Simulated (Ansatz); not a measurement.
**Tin, bcc under BLYP: from relaxation to bulk modulus**

What does BLYP give for tin in the bcc structure? We relax it, solve it on a dense k-mesh, then scale the cell to 7 volumes from 88 to 112 % of the relaxed one and try a fit of the equation of state. Spin polarisation is left out. The k-meshes are 12×12×12 for the relaxation; 18×18×18 for the dense run; 13×13×13 for the volumes.

Method: DFT BLYP, plane waves (420 eV) with PAW, scalar-relativistic; the PAW data stem from PBE, with regenerated cores, in Ansatz 0.2.0.

### 1 The structure to begin with

Symmetry: Im-3m, No. 229, cubic system. Conventional cell: a = 3.827 Å, b = 3.827 Å, c = 3.827 Å, α = 90.00°, β = 90.00°, γ = 90.00°. Sn (site symmetry m-3m) has 8 Sn at 3.31 Å as nearest neighbours.

As a file:

```cif
data_structure
_symmetry_space_group_name_H-M 'P 1'
_symmetry_Int_Tables_number 1
_cell_length_a 3.3147
_cell_length_b 3.3147
_cell_length_c 3.3147
_cell_angle_alpha 109.471
_cell_angle_beta 109.471
_cell_angle_gamma 109.471
_cell_volume 28.03
loop_
_atom_site_label
_atom_site_type_symbol
_atom_site_fract_x
_atom_site_fract_y
_atom_site_fract_z
_atom_site_occupancy
Sn1 Sn 0.00000 0.00000 0.00000 1
```

### 2 Relaxing cell and atoms

File input.yaml:

```yaml
crystal:
  lattice:
    - [-1.9137253733, 1.9137253733, 1.9137253733]
    - [1.9137253733, -1.9137253733, 1.9137253733]
    - [1.9137253733, 1.9137253733, -1.9137253733]
  atoms:
    - { symbol: Sn, position: [0.0, 0.0, 0.0] }
hamiltonian:
  xc: blyp
  pseudopotentials:
    kind: paw
    azcp:
      Sn: "pseudopotentials/Sn.paw.azcp"
basis:
  ecutwfc: 420
  fft_grid_basis: typed
kpoints:
  mp_grid: { grid: [12, 12, 12], shift: [0, 0, 0] }
magnetization:
  spin_polarized: false
scf:
  occupations: { method: fermi_dirac, width: 0.1 }
relax:
  max_steps: 60
  f_tol: 0.01
  cell: {}
```

On the command line:

```bash
> ansatz run input.yaml --threads 2 --pin off --max-ram 5120MiB --backend cpu --events-out ev --progress --plain --runs-dir out
```

After this run come: Dense single point; Equation of state: 88 %; Equation of state: 92 %; Equation of state: 96 %; Equation of state: 100 %; Equation of state: 104 %; Equation of state: 108 %; Equation of state: 112 %.

Q: Predict the outcome of this session. Wanted: space group; conventional cell; volume; shortest distance; gap on the mesh; relative to alpha-Sn; V₀, B₀, B₀′.

As calculated:

```
                      quantity                         value
space group (spins left aside)               Im-3m (No. 229)
             conventional cell                   a = 3.940 Å
                        volume                30.575 Å³/atom
             shortest distance                       3.412 Å
               gap on the mesh  none (levels filled in part)
relative to alpha-Sn (diamond)                 +284 meV/atom
                   V₀, B₀, B₀′   30.680 Å³/atom, 35 GPa, 4.4
```

The relaxation enlarged the cell by 9.1 % in volume. Against the reference form of tin (alpha-Sn (diamond), computed apart with the same settings) it stands 284 meV/atom higher. Levels at the Fermi energy are filled in part, as in a metal. The fitted modulus is 35 GPa. Relaxation kept the symmetry; phonons were not checked.
